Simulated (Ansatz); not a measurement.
# ClFGaH3Si: basis-set convergence

An exercise on one series of results from a longer session: the logs are not shown, and one member is left open.

Program: Ansatz 0.2.0, Gaussian basis. Level of theory: one geometry, several basis sets. These are calculated values, not measurements.

The runs, in order: PBE0-D4/def2-SVP; ωB97M-V/def2-SVP; PBE0-D4/def2-QZVPP; ωB97M-V/def2-QZVPP; the functionals' def2-TZVPP values are taken from earlier runs.

### The relaxed structure

All runs share one geometry, relaxed beforehand with PBE0-D4 in a triple-zeta def2 set.

SMILES `[F][Ga]([SiH3])[Cl]`, 7 atoms, charge 0, spin multiplicity 1.

Atoms are counted from 1 here; the program's logs count them from 0.

Bond lengths: F1–Ga2 1.753 Å, Ga2–Si3 2.392 Å, Ga2–Cl4 2.137 Å, Si3–H5 1.483 Å, Si3–H6 1.485 Å, Si3–H7 1.485 Å. Angles: F1–Ga2–Si3 121.3°, F1–Ga2–Cl4 111.7°, Si3–Ga2–Cl4 127.0°, Ga2–Si3–H5 109.4°, Ga2–Si3–H6 108.5°, Ga2–Si3–H7 108.5°, H5–Si3–H6 110.3°, H5–Si3–H7 110.3°, H6–Si3–H7 109.8°.

The first run:

Input file in.yaml:

```yaml
crystal:
  periodic: [false, false, false]
  atoms:
    - {symbol: F, position_ang: [0.045946, -2.544904, 0.737738]}
    - {symbol: Ga, position_ang: [-0.608156, -1.101759, -0.011218]}
    - {symbol: Si, position_ang: [0.585193, 0.970990, 0.035179]}
    - {symbol: Cl, position_ang: [-2.512440, -1.470142, -0.908864]}
    - {symbol: H, position_ang: [-0.196052, 2.006084, -0.684069]}
    - {symbol: H, position_ang: [0.783491, 1.368079, 1.451864]}
    - {symbol: H, position_ang: [1.902019, 0.771641, -0.620620]}
basis:
  gaussian: {orbitals: def2-SVP}
hamiltonian: {xc: pbe0, dispersion: d4}
output: {orbitals: {seedname: orbitals}}
```

Among the steps run: PBE0-D4 in def2-SVP; ωB97M-V in def2-SVP; PBE0-D4 in def2-QZVPP; ωB97M-V in def2-QZVPP.

One table of the session follows, with a row left open; its other results are not shown here.

It belongs to the step «Density functionals: the series». 

```
functional       basis  HOMO (eV)  LUMO (eV)
   PBE0-D4    def2-SVP      -8.63      -1.77
   PBE0-D4  def2-TZVPP      -8.68      -1.90
   PBE0-D4  def2-QZVPP      -8.71      -1.94
   ωB97M-V    def2-SVP     -10.65       0.06
   ωB97M-V  def2-TZVPP     -10.74      -0.13
   ωB97M-V  def2-QZVPP          ?          ?
```

Q: Estimate the row for ωB97M-V, def2-QZVPP from the others.

The run gave: HOMO (eV): -10.77; LUMO (eV): -0.23. In the column «HOMO (eV)» it is the lowest.
